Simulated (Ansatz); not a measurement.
# C2H5BOS: up Jacob's ladder to CCSD(T)

How much do the methods differ for C2H5BOS? The plan is to run it at one geometry with functionals of several rungs and with coupled cluster. The yardstick is the atomisation energy at the CCSD(T) limit.

Program: Ansatz 0.2.0, Gaussian basis. Level of theory: functionals in def2-TZVPP, the program's frozen cores in correlated methods. These are calculated values, not measurements.

The runs, in order: LDA (SPW92), PBE-D4, revPBE-D4, BLYP-D4, r2SCAN-D4, B97M-V, PBE0-D4, B3LYP-D4, r2SCANh-D4, r2SCAN0-D4, HSE06-D4, BHLYP-D4, CAM-B3LYP-D4, LC-ωPBE, ωB97X-V, ωB97M-V, B2PLYP, PBE-QIDH; CCSD(T)/def2-SVP; CCSD(T)/def2-TZVPP; MP2/def2-QZVPP; extrapolation to the limit; RPA on PBE.

## 1. The geometry

The geometry comes from an earlier relaxation with PBE0-D4 in a triple-zeta def2 set; it is a stationary point, not always the lowest conformer.

10 atoms, charge 0, spin multiplicity 1.

Atoms are counted from 1 here; the program's logs count them from 0.

Bond lengths: O1–C2 1.217 Å, C2–B3 1.596 Å, C2–H6 1.114 Å, B3–C4 1.564 Å, B3–S5 1.994 Å, B3–H7 1.194 Å, C4–S5 1.837 Å, C4–H8 1.085 Å, C4–H9 1.086 Å, S5–H10 1.364 Å. Angles: O1–C2–B3 124.8°, O1–C2–H6 117.3°, B3–C2–H6 117.8°, C2–B3–C4 113.9°, C2–B3–S5 106.7°, C2–B3–H7 121.9°, C4–B3–S5 60.8°, C4–B3–H7 121.4°, S5–B3–H7 114.3°, B3–C4–S5 71.3°, B3–C4–H8 121.6°, B3–C4–H9 120.7°, S5–C4–H8 111.0°, S5–C4–H9 109.0°, H8–C4–H9 113.4°, B3–S5–C4 48.0°, B3–S5–H10 87.5°, C4–S5–H10 94.9°.

## 2. LDA

This LDA is Slater exchange with PW92 correlation.

Input file in.yaml:

```yaml
crystal:
  periodic: [false, false, false]
  atoms:
    - {symbol: O, position_ang: [-1.642946, -0.846155, 0.843965]}
    - {symbol: C, position_ang: [-1.187176, 0.280052, 0.781694]}
    - {symbol: B, position_ang: [0.296983, 0.637386, 0.315821]}
    - {symbol: C, position_ang: [0.684961, 0.040197, -1.076562]}
    - {symbol: S, position_ang: [1.303083, -1.082533, 0.240144]}
    - {symbol: H, position_ang: [-1.875996, 1.124104, 1.014728]}
    - {symbol: H, position_ang: [0.907349, 1.543648, 0.796815]}
    - {symbol: H, position_ang: [-0.044870, -0.461943, -1.703746]}
    - {symbol: H, position_ang: [1.531314, 0.433225, -1.631348]}
    - {symbol: H, position_ang: [0.110399, -1.719181, 0.421387]}
basis:
  gaussian: {orbitals: def2-TZVPP}
hamiltonian: {xc: lda}
output: {orbitals: {seedname: orbitals}}
```

The runs that follow: PBE-D4 (GGA); revPBE-D4 (GGA); BLYP-D4 (GGA); r2SCAN-D4 (meta-GGA); B97M-V (meta-GGA); PBE0-D4 (hybrid); B3LYP-D4 (hybrid); r2SCANh-D4 (hybrid); r2SCAN0-D4 (hybrid); HSE06-D4 (hybrid); BHLYP-D4 (hybrid); CAM-B3LYP-D4 (range-separated); LC-ωPBE (range-separated); ωB97X-V (range-separated); ωB97M-V (range-separated); B2PLYP (double hybrid); PBE-QIDH (double hybrid); CCSD(T) in def2-SVP; CCSD(T) in def2-TZVPP; MP2 in def2-QZVPP; RPA on PBE orbitals.

**Question.** What will the summary of the whole plan be? Wanted: atomisation energy, CCSD(T)/CBS; farthest beyond LDA; mean size of error, GGA; mean size of error, meta-GGA; mean size of error, hybrid; mean size of error, range-separated; mean size of error, double hybrid; gap, smallest and largest; T1 diagnostic.

**Answer**, as computed:

```
                               quantity                                      value
        atomisation energy, CCSD(T)/CBS                              3829.2 kJ/mol
 functionals within 19.1 kJ/mol (0.5 %)    B3LYP-D4, r2SCANh-D4, LC-ωPBE, PBE-QIDH
                    farthest beyond LDA                     PBE-D4 (+149.6 kJ/mol)
                mean size of error, GGA                                74.4 kJ/mol
           mean size of error, meta-GGA                                45.6 kJ/mol
             mean size of error, hybrid                                49.4 kJ/mol
    mean size of error, range-separated                                22.0 kJ/mol
      mean size of error, double hybrid                                16.1 kJ/mol
              gap, smallest and largest  3.15 eV (LDA (SPW92)), 10.98 eV (LC-ωPBE)
                          T1 diagnostic                                     0.0154
triples share of the correlation energy                                      4.5 %
```

What this shows: The LDA atomisation energy is off by 653.5 kJ/mol (17 %): it overbinds. PBE-D4 is off by +149.6 kJ/mol. Double hybrids carry the basis error of their MP2 part in triple zeta, and no dispersion term here, so their miss is partly the set-up's. By mean error the best rung here is double hybrid (16.1 kJ/mol) and the worst beyond LDA is GGA (74.4 kJ/mol). The gap between the best rungs is small, so their order is not settled. Misses under about 19.1 kJ/mol are within the doubt on the reference itself, which lacks core-valence correlation, relativity and higher excitations. Hartree-Fock recovers 71 % of the binding; the rest is correlation. CCSD(T) in def2-SVP is off by -181.9 kJ/mol, worse than the median functional, from the basis alone. The gap grows from 3.1 to 11.0 eV across the functionals, mostly with the share of exact exchange.
